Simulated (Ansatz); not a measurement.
# Zr3GeC: the cost of one run

Program: Ansatz 0.2.0. Level of theory: reference: DFT r2SCAN, plane waves, PAW, scalar-relativistic, no spin polarisation. These are calculated values, not measurements.

2 further runs of the same task are left out: 1 for a known fault of the program, 1 that didn't finish.

## 1. The structure to begin with

It takes space group I4/mcm (No. 140, tetragonal). Conventional cell: a = 5.661 Å, b = 5.661 Å, c = 8.490 Å, α = 90.00°, β = 90.00°, γ = 90.00°. Ge (site symmetry -42m) is surrounded by 8 Zr at 2.66 to 2.83 Å. Around Zr (site symmetry m2m) lie 2 C at 2.04 Å. Around C (site symmetry 4/m) lie 6 Zr at 2.04 to 2.12 Å. Around Zr (site symmetry 422) lie 2 C at 2.12 Å.

As a file:

```xyz
10
Lattice="0.0000 5.6611 0.0000 5.6611 0.0000 0.0000 2.8306 2.8306 -4.2448" Properties=species:S:1:pos:R:3 pbc="T T T"
Ge    2.8306    5.6611   -2.1224
Ge    5.6611    2.8306   -2.1224
Zr    1.1322    3.9628    0.0000
Zr    1.6983    1.1322    0.0000
Zr    4.5289    1.6983    0.0000
Zr    3.9628    4.5289    0.0000
C     0.0000    0.0000    0.0000
C     2.8306    2.8306    0.0000
Zr    2.8306    2.8306   -2.1224
Zr    5.6611    5.6611   -2.1224
```

## 2. The reference run

The input, input.yaml:

```yaml
crystal:
  lattice:
    - [0.0, 5.661144, 0.0]
    - [5.661144, 0.0, 0.0]
    - [2.830572, 2.830572, -4.244806]
  atoms:
    - { symbol: Ge, position: [0.75, 0.25, 0.5] }
    - { symbol: Ge, position: [0.25, 0.75, 0.5] }
    - { symbol: Zr, position: [0.7, 0.2, 0.0] }
    - { symbol: Zr, position: [0.2, 0.3, 0.0] }
    - { symbol: Zr, position: [0.3, 0.8, 0.0] }
    - { symbol: Zr, position: [0.8, 0.7, 0.0] }
    - { symbol: C, position: [0.0, 0.0, 0.0] }
    - { symbol: C, position: [0.5, 0.5, 0.0] }
    - { symbol: Zr, position: [0.25, 0.25, 0.5] }
    - { symbol: Zr, position: [0.75, 0.75, 0.5] }
  symmetry: { tolerance: 0.0003 }
kpoints:
  mp_grid: { grid: [4, 4, 4], shift: [0, 0, 0] }
magnetization:
  spin_polarized: false
scf:
  occupations: { method: fermi_dirac }
hamiltonian:
  pseudopotentials: { kind: paw }
  xc: r2scan
basis:
  ecutwfc: 500
output:
  forces: true
  stress: true
  eigenvalues: true
  write_density: true
  write_potential: true
  elf: true
  volumetric_format: npy
```

The run is started by

```console
> ansatz run input.yaml --threads 1 --pin off --max-ram 2560MiB --backend cpu --events-out ev --progress --plain --runs-dir out
```

**Question.** How long does this run take on 1 thread of Intel Xeon Platinum 8259CL at 2.50GHz (Skylake/Cascade Lake), shared host, and how much memory does it need?

About 24 s, with a peak of 0.91 GiB.
